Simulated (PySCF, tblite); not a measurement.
**C₆H₉GeNSi: geometry, infrared bands and NMR shifts**

What infrared bands and NMR shifts should C₆H₉GeNSi (`C=C[C@H]([SiH3])[GeH2][C]#CC#N`) show?

The runs use tblite 0.8.0 and PySCF 2.14.0, with density-fitted response routines of our own; the level of theory stands in each step. All values are computed, except where a source is named. Atoms are numbered from 0 throughout.

### Step 1. The molecule as given

18 atoms, charge 0, multiplicity 1; geometry from: force field or distance geometry start.

Bonds of the start (Å): C0–C1 1.32, C1–C2 1.50, C2–Si3 1.86, C2–Ge4 1.94, Ge4–C5 1.89, C5–C6 1.21, C6–C7 1.42, C7–N8 1.15, C0–H9 1.09, C0–H10 1.09, C1–H11 1.10, C2–H12 1.12, Si3–H13 1.47, Si3–H14 1.48, Si3–H15 1.48, Ge4–H16 1.55, Ge4–H17 1.56.

### Step 2. Relaxing the molecule with GFN2-xTB

The job: settings as JSON, then the geometry in Å.

```
{"job": {"kind": "relax", "xc": "GFN2-xTB", "basis": "xTB"}, "charge": 0, "multiplicity": 1}
C     -2.032900     1.596000     0.635800
C     -1.413200     0.440000     0.804200
C     -1.117500    -0.489000    -0.339800
Si    -0.567700    -2.160800     0.254200
Ge     0.262200     0.265200    -1.480400
C      1.821400     0.586900    -0.470200
C      2.819100     0.792100     0.182100
C      3.986200     1.028900     0.956800
N      4.937200     1.213700     1.582300
H     -2.367200     1.914000    -0.346700
H     -2.245400     2.241300     1.484700
H     -1.120100     0.150800     1.824100
H     -2.055900    -0.629300    -0.931900
H     -0.307100    -3.044500    -0.893300
H     -1.621600    -2.750800     1.105500
H      0.663700    -2.020900     1.062700
H     -0.234400     1.606500    -2.090400
H      0.584500    -0.733800    -2.631400
```

Started as:

```
$ OMP_NUM_THREADS=1 python probes_run.py task.json out
```

The driver reads the jobs from task.json and runs them one after another.

What it wrote:

```text
step      E/eV     max force
  0    -648.73510    2.271
  1    -648.83281    2.433
  2    -648.86927    1.573
  3    -648.89376    0.868
  4    -648.89320    1.169
  5    -648.90992    0.319
  6    -648.91920    0.288
  7    -648.92977    0.448
  8    -648.93422    0.184
  9    -648.93649    0.109
 10    -648.93851    0.160
 11    -648.94063    0.177
 12    -648.94270    0.162
 13    -648.94428    0.095
 14    -648.94546    0.084
 15    -648.94641    0.086
 16    -648.94720    0.069
 17    -648.94781    0.050
 18    -648.94832    0.061
 19    -648.94888    0.066
 20    -648.94961    0.072
 21    -648.95044    0.072
 22    -648.95129    0.073
 23    -648.95217    0.079
 24    -648.95320    0.091
 25    -648.95454    0.111
 26    -648.95627    0.123
 27    -648.95854    0.135
 28    -648.96165    0.167
 29    -648.96615    0.231
 30    -648.97201    0.254
 31    -648.97742    0.210
 32    -648.97832    0.312
 33    -648.98289    0.212
 34    -648.98528    0.116
 35    -648.98803    0.108
 36    -648.98991    0.105
 37    -648.99142    0.110
 38    -648.99276    0.086
 39    -648.99371    0.081
 40    -648.99431    0.082
 41    -648.99486    0.080
 42    -648.99561    0.099
 43    -648.99711    0.106
 44    -648.99922    0.124
 45    -649.00094    0.102
 46    -649.00244    0.087
 47    -649.00389    0.095
 48    -649.00586    0.110
 49    -649.00874    0.150
 50    -649.00862    0.273
 51    -649.01377    0.168
 52    -649.01581    0.138
 53    -649.01887    0.131
 54    -649.02011    0.138
 55    -649.02301    0.222
 56    -649.02540    0.228
 57    -649.02752    0.163
 58    -649.02912    0.128
 59    -649.03040    0.097
 60    -649.03144    0.097
 61    -649.03199    0.074
 62    -649.03255    0.083
 63    -649.03284    0.038
 64    -649.03315    0.047
 65    -649.03336    0.066
 66    -649.03374    0.072
 67    -649.03393    0.051
 68    -649.03405    0.023
 69    -649.03414    0.032
 70    -649.03423    0.031
 71    -649.03429    0.018
 72    -649.03434    0.016
 73    -649.03438    0.025
 74    -649.03444    0.037
 75    -649.03452    0.044
 76    -649.03460    0.031
 77    -649.03464    0.014
 78    -649.03465    0.010
```

Wall time 0.78 s (1 thread of Arm Neoverse V1, shared host).

Step by step: (not every step is listed)

| step | energy from step 0 (eV) | largest force (eV/Å) |
| --- | --- | --- |
| 0 | 0.0000 | 2.2707 |
| 1 | -0.0977 | 2.4330 |
| 2 | -0.1342 | 1.5731 |
| 3 | -0.1587 | 0.8678 |
| 4 | -0.1581 | 1.1687 |
| 5 | -0.1748 | 0.3190 |
| 6 | -0.1841 | 0.2883 |
| 7 | -0.1947 | 0.4480 |
| 8 | -0.1991 | 0.1838 |
| 14 | -0.2104 | 0.0837 |
| 20 | -0.2145 | 0.0717 |
| 26 | -0.2212 | 0.1226 |
| 32 | -0.2432 | 0.3124 |
| 38 | -0.2577 | 0.0863 |
| 44 | -0.2641 | 0.1242 |
| 50 | -0.2735 | 0.2725 |
| 56 | -0.2903 | 0.2276 |
| 62 | -0.2975 | 0.0831 |
| 68 | -0.2989 | 0.0230 |
| 73 | -0.2993 | 0.0246 |
| 74 | -0.2993 | 0.0374 |
| 75 | -0.2994 | 0.0440 |
| 76 | -0.2995 | 0.0311 |
| 77 | -0.2995 | 0.0137 |
| 78 | -0.2996 | 0.0095 |

Close pairs (by a distance rule), those that changed most:

```
   bond  before (Å)  after (Å)  change (Å)
  C6–C7       1.421      1.364      -0.057
 C2–Si3       1.857      1.913      +0.056
Ge4–H17       1.558      1.505      -0.053
Ge4–H16       1.555      1.507      -0.048
 C2–Ge4       1.943      1.987      +0.044
 C2–H12       1.118      1.093      -0.025
  C1–C2       1.503      1.484      -0.019
 Ge4–C5       1.885      1.904      +0.018
```

The next job starts from the end point, and lists it.

### Step 3. Vibrational analysis with GFN2-xTB

The job: settings as JSON, then the geometry in Å.

```
{"job": {"kind": "ir", "xc": "GFN2-xTB", "basis": "xTB"}, "charge": 0, "multiplicity": 1}
C     -2.376201     1.321998     0.858184
C     -1.262409     0.638541     0.656410
C     -1.062526    -0.354298    -0.428631
Si    -0.696490    -2.091110     0.285364
Ge     0.433277     0.235682    -1.595141
C      1.980906     0.526030    -0.525073
C      2.940071     0.734467     0.189200
C      4.018583     0.968840     0.990030
N      4.923488     1.170133     1.669918
H     -3.238693     1.198407     0.222535
H     -2.473530     2.026529     1.666278
H     -0.414149     0.779880     1.317642
H     -1.962305    -0.407807    -1.047435
H     -0.548581    -3.017263    -0.840741
H     -1.826546    -2.476208     1.130347
H      0.542058    -2.039055     1.064431
H      0.172412     1.559629    -2.265932
H      0.841875    -0.768078    -2.639022
```

What it wrote:

```text
mode    cm-1     km/mol
  1      23.5      0.42
  2      36.4      1.20
  3      65.3      0.03
  4     102.3      1.75
  5     115.5      0.06
  6     123.8      0.56
  7     140.4      0.76
  8     213.1      0.52
  9     228.3      4.32
 10     229.1      2.87
 11     292.2     17.89
 12     341.2      6.85
 13     369.7     17.03
 14     420.6     47.78
 15     498.0     10.76
 16     499.1      4.83
 17     500.4     22.02
 18     541.7     63.50
 19     589.7     58.94
 20     623.6     18.86
 21     632.8     99.68
 22     701.4    334.02
 23     765.6    178.12
 24     774.1    138.68
 25     781.4    217.24
 26     792.9    327.03
 27     820.3    150.73
 28     876.5     13.65
 29     953.5     14.50
 30    1006.6     26.25
 31    1008.4      4.73
 32    1077.1     34.42
 33    1105.6     66.11
 34    1199.6      9.80
 35    1303.2      3.36
 36    1414.6      6.49
 37    1694.2     23.76
 38    1930.4    286.67
 39    1988.2    457.83
 40    2223.5      1.02
 41    2244.8    251.54
 42    2257.4    261.84
 43    2276.7    343.37
 44    2346.0    210.44
 45    2924.8     38.43
 46    3020.6     40.44
 47    3091.9     24.35
 48    3124.0     40.54
```

Wall time 0.9 s (1 thread of Arm Neoverse V1, shared host).

Which atoms move in the most intense modes:

```
cm⁻¹  km/mol                                  atoms
 701   334.0            H16 29 %, C2 23 %, H17 18 %
 781   217.2  H14 33 %, H15 23 %, H13 20 %, C2 13 %
 793   327.0                      C2 30 %, Si3 15 %
1930   286.7                     H16 61 %, H17 38 %
1988   457.8                     H17 60 %, H16 38 %
2245   251.5                               H13 95 %
2257   261.8                               H15 95 %
2277   343.4                               H14 96 %
```

### Step 4. NMR shieldings: PBE0/pcSseg-1

Same as in step 3 but for these lines:

```diff
@@ -1,2 +1,2 @@
-{"job": {"kind": "ir", "xc": "GFN2-xTB", "basis": "xTB"}, "charge": 0, "multiplicity": 1}
+{"job": {"kind": "nmr", "xc": "PBE0", "basis": "pcSseg-1"}, "charge": 0, "multiplicity": 1}
 C     -2.376201     1.321998     0.858184
```

With the program's defaults for keys left out, this is: GIAO PBE0/pcSseg-1 NMR shielding, non-relativistic, gas phase.

What it wrote:

```text
coarse grid: 72280 points
cycle   1  E = -2654.0811583575  dE =  3.830e-01  |g| = 9.930e-01  |ddm| = 4.376e+00
cycle   2  E = -2653.9459378847  dE =  1.352e-01  |g| = 1.238e+00  |ddm| = 1.776e+00
cycle   3  E = -2654.1501033900  dE = -2.042e-01  |g| = 4.145e-01  |ddm| = 1.312e+00
cycle   4  E = -2654.1868252965  dE = -3.672e-02  |g| = 9.845e-02  |ddm| = 3.923e-01
cycle   5  E = -2654.1886422339  dE = -1.817e-03  |g| = 2.174e-02  |ddm| = 1.029e-01
cycle   6  E = -2654.1887309043  dE = -8.867e-05  |g| = 1.266e-02  |ddm| = 2.419e-02
cycle   7  E = -2654.1887690128  dE = -3.811e-05  |g| = 2.809e-03  |ddm| = 1.055e-02
cycle   8  E = -2654.1887709426  dE = -1.930e-06  |g| = 7.279e-04  |ddm| = 3.126e-03
final grid: 151552 points
cycle   9  E = -2654.1888343179  dE =  9.689e-08  |g| = 1.114e-03  |ddm| = 4.197e-03
cycle  10  E = -2654.1888333545  dE =  9.634e-07  |g| = 2.201e-03  |ddm| = 2.694e-03
cycle  11  E = -2654.1888345995  dE = -1.245e-06  |g| = 4.298e-04  |ddm| = 1.922e-03
cycle  12  E = -2654.1888346459  dE = -4.646e-08  |g| = 3.102e-05  |ddm| = 3.767e-04
cycle  13  E = -2654.1888346461  dE = -1.778e-10  |g| = 1.570e-05  |ddm| = 4.192e-05
converged SCF energy = -2654.1888346461

GIAO shielding tensors (ppm)
atom      isotropic    diamagn.    paramagn.     s11        s22        s33       span
  0 C       66.216     252.564    -186.348    -44.613     88.041    155.220    199.833
  1 C       44.124     256.927    -212.803    -78.680     54.024    157.028    235.709
  2 C      165.693     254.376     -88.682    147.912    159.647    189.521     41.608
  3 Si     414.896     879.774    -464.879    377.671    404.635    462.382     84.710
  4 Ge    1505.620    2755.226   -1249.606   1423.297   1474.423   1619.140    195.843
  5 C       94.274     265.987    -171.713     -8.390     -4.485    295.696    304.086
  6 C       96.128     246.881    -150.753     11.127     13.820    263.437    252.311
  7 C       75.764     266.100    -190.337    -31.169    -31.129    289.588    320.757
  8 N      -37.638     342.304    -379.942   -220.714   -217.302    325.101    545.815
  9 H       26.253      30.947      -4.694     22.345     25.405     31.007      8.662
 10 H       26.375      29.756      -3.381     23.037     24.960     31.128      8.091
 11 H       25.544      33.771      -8.227     22.818     23.957     29.856      7.038
 12 H       29.907      33.169      -3.262     26.915     27.349     35.458      8.543
 13 H       27.605      29.240      -1.634     23.903     25.674     33.238      9.335
 14 H       27.735      28.911      -1.176     23.978     25.525     33.703      9.724
 15 H       27.498      29.746      -2.248     23.418     27.602     31.474      8.055
 16 H       27.266      27.966      -0.700     20.428     22.377     38.993     18.564
 17 H       27.220      28.515      -1.296     20.828     21.862     38.969     18.141
```

Run time: 1.9 min. Hardware: 1 thread of Arm Neoverse V1, shared host; peak memory 1.1 GiB.

Shifts follow as δ = σ(reference) − σ, with reference shieldings (ppm) from runs at the same level and on the same kind of geometry: 1H TMS 31.72, 13C TMS 186.9, 29Si TMS 349.2, 15N NH3 267.7, 73Ge GeMe4 1331. The references are single molecules in the gas phase, so shifts against H2O, NH3, PH3, H3PO4 or CFCl3 are not on the usual liquid scales and can be off by tens of ppm. Atoms listed in one row are averaged.

| atoms | environment | σ (ppm) | δ (ppm) |
| --- | --- | --- | --- |
| C1 | alkene CH | 44.1 | 142.8 |
| C0 | terminal =CH2 carbon | 66.2 | 120.7 |
| C7 | nitrile carbon | 75.8 | 111.2 |
| C5 | alkyne carbon | 94.3 | 92.7 |
| C6 | alkyne carbon | 96.1 | 90.8 |
| C2 | allylic sp3 CH bonded to Ge and Si | 165.7 | 21.2 |
| H11 | hydrogen on an alkene CH | 25.54 | 6.17 |
| H9 | hydrogen on a terminal =CH2 carbon | 26.25 | 5.46 |
| H10 | hydrogen on a terminal =CH2 carbon | 26.38 | 5.34 |
| H17 | hydrogen on a germanium bonded to 2 C | 27.22 | 4.50 |
| H16 | hydrogen on a germanium bonded to 2 C | 27.27 | 4.45 |
| H13, H14, H15 | hydrogen on a silicon bonded to C | 27.61 | 4.10 |
| H12 | hydrogen on an allylic sp3 CH bonded to Ge and Si | 29.91 | 1.81 |
| Si3 | silicon bonded to C, 3 H | 414.9 | -65.7 |
| Ge4 | germanium bonded to 2 C, 2 H | 1506 | -175 |
| N8 | nitrile nitrogen | -37.6 | 305.4 |

Charges from the same density, by scheme (e):

```csv
atoms,Mulliken,IAO,Hirshfeld,ESP fit
C0,-0.13,-0.33,-0.11,-0.48
C1,-0.19,-0.13,-0.05,-0.07
C2,-0.75,-0.59,-0.17,-0.28
Si3,0.54,0.60,0.31,0.30
Ge4,0.56,0.66,0.38,0.29
C5,-0.17,-0.23,-0.10,-0.06
C6,0.08,-0.06,-0.02,-0.25
C7,-0.13,0.14,0.09,0.53
N8,-0.21,-0.20,-0.18,-0.45
```

Mayer bond orders: C0–C1 1.97, C1–C2 0.98, C2–Si3 0.84, C2–Ge4 0.92, Ge4–C5 0.78, C5–C6 2.32, C6–C7 1.10, C7–N8 2.88.

The fields below are evaluated on a grid from the run's orbitals.

Frontier orbitals at PBE0/pcSseg-1, with the share of their density that lies nearest to each atom:

```csv
orbital,energy (eV),lies on
HOMO,-7.44,C0 33 %; C1 22 %; C2 12 %
LUMO,-1.70,C5 29 %; N8 21 %; C6 19 %
```

ELF in a plane through or near 5 of the atoms.

Ten even steps from ' ' (0.00) to '@' (1.00):
```
                                                        
                                                        
                                                        
                                ++@@##                  
                              ..@@@@@@==                
        ....                    %%@@@@--                
    ..++**==--::          ####..--##**::                
    ==%%%%####**::....  ..@@@@##**##**--..              
    ++%%++**==++++----    @@@@%%**%%++::                
    --####%%::++**++++..  ..--==++--..                  
      ::--++++==--++==..    ..==--                      
          ..    ..--..  ..====::==--..                  
                        ++%%..##::++==..                
                        ++**::--  ==--..                
                        ..::##@@@@==..                  
                          ..@@@@@@++                    
                          ..%%@@@@--                    
                            ..==::                      
                                                        
                                                        
```
The map spans 15.4 Å across and 11.2 Å up, centred on the molecule. Atoms in the plane (x, y in Å): Si3 (1.0, -1.7), C7 (-4.1, 0.7), N8 (-5.1, 1.0), H10 (2.1, 2.8), H11 (0.3, 1.3).

On the surface of density 0.002 e/bohr³ the electrostatic potential runs, from the 1st to the 99th percentile, from -1.57 V near N8 to 1.51 V near H12.

### Step 5. Summary of results

| quantity | value |
| --- | --- |
| strongest single infrared mode (GFN2-xTB) | 1988 cm⁻¹, 458 km/mol |
| zero-point energy (GFN2-xTB) | 71.9 kcal/mol |
| 13C shifts against TMS (PBE0/pcSseg-1) | 142.8, 120.7, 111.2, 92.7, 90.8, 21.2 ppm |
| 1H shifts against TMS (PBE0/pcSseg-1, means over atoms taken as alike) | 6.17, 5.46, 5.34, 4.50, 4.45, 4.10, 1.81 ppm |
| 29Si shifts against TMS (PBE0/pcSseg-1) | -65.7 ppm |
| 73Ge shifts against GeMe4 (PBE0/pcSseg-1) | -175 ppm |
| 15N shifts against NH3 (PBE0/pcSseg-1) | 305.4 ppm |
| surface potential, 1st and 99th percentile | -1.57 V and 1.51 V |

What this shows: The optimisation took 78 steps and gained 0.300 eV; among the close pairs (by a distance rule), C6–C7 changed most, from 1.421 to 1.364 Å. No mode is imaginary among the 48: a minimum at this level. The strongest single mode, at 1988 cm⁻¹, moves mainly H17 and H16. GFN2-xTB is a fitted tight-binding method: band positions and strengths are rough. Its intensities can rank the bands wrongly. C1 (alkene CH) lies farthest downfield among carbon, at 142.8 ppm; an sp2 carbon of a C=C bond. H11 (hydrogen on an alkene CH) lies farthest downfield among hydrogen, at 6.17 ppm; olefinic region. At PBE0/pcSseg-1: The widest tensor belongs to N8: span 546 ppm, with a paramagnetic part of -380 ppm. At PBE0/pcSseg-1, counted by nearest atom on the grid, the HOMO lies on C0 33 %; C1 22 %, the LUMO on C5 29 %; N8 21 %. Spin-orbit coupling is left out, which matters for shieldings and couplings at and beside the heavy atoms.
